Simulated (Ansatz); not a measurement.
# CH₈GeOSi: one species, many methods

The task here is to estimate one member of a computed series from the others.

Computed with Ansatz 0.2.0, Gaussian basis. Level: functionals in def2-TZVPP, the program's frozen cores in correlated methods.

Plan: PBE-D4, r2SCAN-D4, PBE0-D4, B3LYP-D4, ωB97X-V, ωB97M-V, B2PLYP; CCSD(T)/def2-TZVPP; MP2/def2-QZVPP; extrapolation to the limit.

### The relaxed structure

The geometry comes from an earlier relaxation with PBE0-D4 in a triple-zeta def2 set; it is a stationary point, not always the lowest conformer.

12 atoms, charge 0, spin multiplicity 1.

Atoms are counted from 1 here; the program's logs count them from 0.

Bond lengths: O1–C2 1.414 Å, O1–H5 0.961 Å, C2–Ge3 1.973 Å, C2–H6 1.098 Å, C2–H7 1.098 Å, Ge3–Si4 2.383 Å, Ge3–H8 1.539 Å, Ge3–H9 1.539 Å, Si4–H10 1.487 Å, Si4–H11 1.488 Å, Si4–H12 1.488 Å. Angles: C2–O1–H5 108.7°, O1–C2–Ge3 108.3°, O1–C2–H6 112.0°, O1–C2–H7 112.0°, Ge3–C2–H6 108.4°, Ge3–C2–H7 108.4°, H6–C2–H7 107.7°, C2–Ge3–Si4 109.9°, C2–Ge3–H8 109.1°, C2–Ge3–H9 109.0°, Si4–Ge3–H8 110.1°, Si4–Ge3–H9 110.1°, H8–Ge3–H9 108.6°, Ge3–Si4–H10 110.6°, Ge3–Si4–H11 110.4°, Ge3–Si4–H12 110.4°, H10–Si4–H11 108.6°, H10–Si4–H12 108.6° and more.

Set-up of the first run:

Contents of in.yaml:

```yaml
crystal:
  periodic: [false, false, false]
  atoms:
    - {symbol: O, position_ang: [-2.605617, 0.400890, -0.014120]}
    - {symbol: C, position_ang: [-1.245515, 0.754852, 0.137243]}
    - {symbol: Ge, position_ang: [-0.147195, -0.844532, -0.220948]}
    - {symbol: Si, position_ang: [2.162646, -0.314623, 0.026232]}
    - {symbol: H, position_ang: [-3.147175, 1.175512, 0.158680]}
    - {symbol: H, position_ang: [-1.022643, 1.107498, 1.152750]}
    - {symbol: H, position_ang: [-0.945413, 1.544840, -0.563573]}
    - {symbol: H, position_ang: [-0.427697, -1.336410, -1.652390]}
    - {symbol: H, position_ang: [-0.543592, -1.957105, 0.766306]}
    - {symbol: H, position_ang: [3.006035, -1.509745, -0.241045]}
    - {symbol: H, position_ang: [2.440256, 0.161304, 1.408796]}
    - {symbol: H, position_ang: [2.552810, 0.762417, -0.923930]}
basis:
  gaussian: {orbitals: def2-TZVPP}
hamiltonian: {xc: pbe, dispersion: d4}
output: {forces: true, orbitals: {seedname: orbitals}}
```

Started as:

```bash
> ansatz run in.yaml --threads 4 --pin off --events-out ev --progress --plain --max-ram 10444MiB
```

Among the steps run: PBE-D4 (GGA); r2SCAN-D4 (meta-GGA); PBE0-D4 (hybrid); B3LYP-D4 (hybrid); ωB97X-V (range-separated); ωB97M-V (range-separated); B2PLYP (double hybrid); CCSD(T) in def2-TZVPP; MP2 in def2-QZVPP.

One of the session's tables, all rows but one given; the rest of the session is left out.

It belongs to the step «Atomisation energies». 

| method | atomisation energy (kJ/mol) |
| --- | --- |
| PBE-D4 | 3787.4 |
| r2SCAN-D4 | 3779.6 |
| PBE0-D4 | 3746.7 |
| B3LYP-D4 | 3766.4 |
| ωB97X-V | 3801.3 |
| ωB97M-V | 3772.0 |
| B2PLYP | 3724.7 |
| HF/def2-TZVPP | 2748.3 |
| MP2/def2-TZVPP | ? |
| CCSD/def2-TZVPP | 3662.6 |
| CCSD(T)/def2-TZVPP | 3706.8 |
| MP2/CBS | 3791.0 |
| CCSD(T)/CBS | 3794.3 |

Estimate the missing values for MP2/def2-TZVPP.

As computed: atomisation energy (kJ/mol): 3703.5. In the column «atomisation energy (kJ/mol)» it lies between CCSD/def2-TZVPP (3662.6) and CCSD(T)/def2-TZVPP (3706.8).

To keep in mind: Free atoms (1 O, 1 C, 1 Ge, 1 Si, 8 H) were run apart at each level; the atomisation energy is their sum less the molecule, without zero-point or spin-orbit terms.
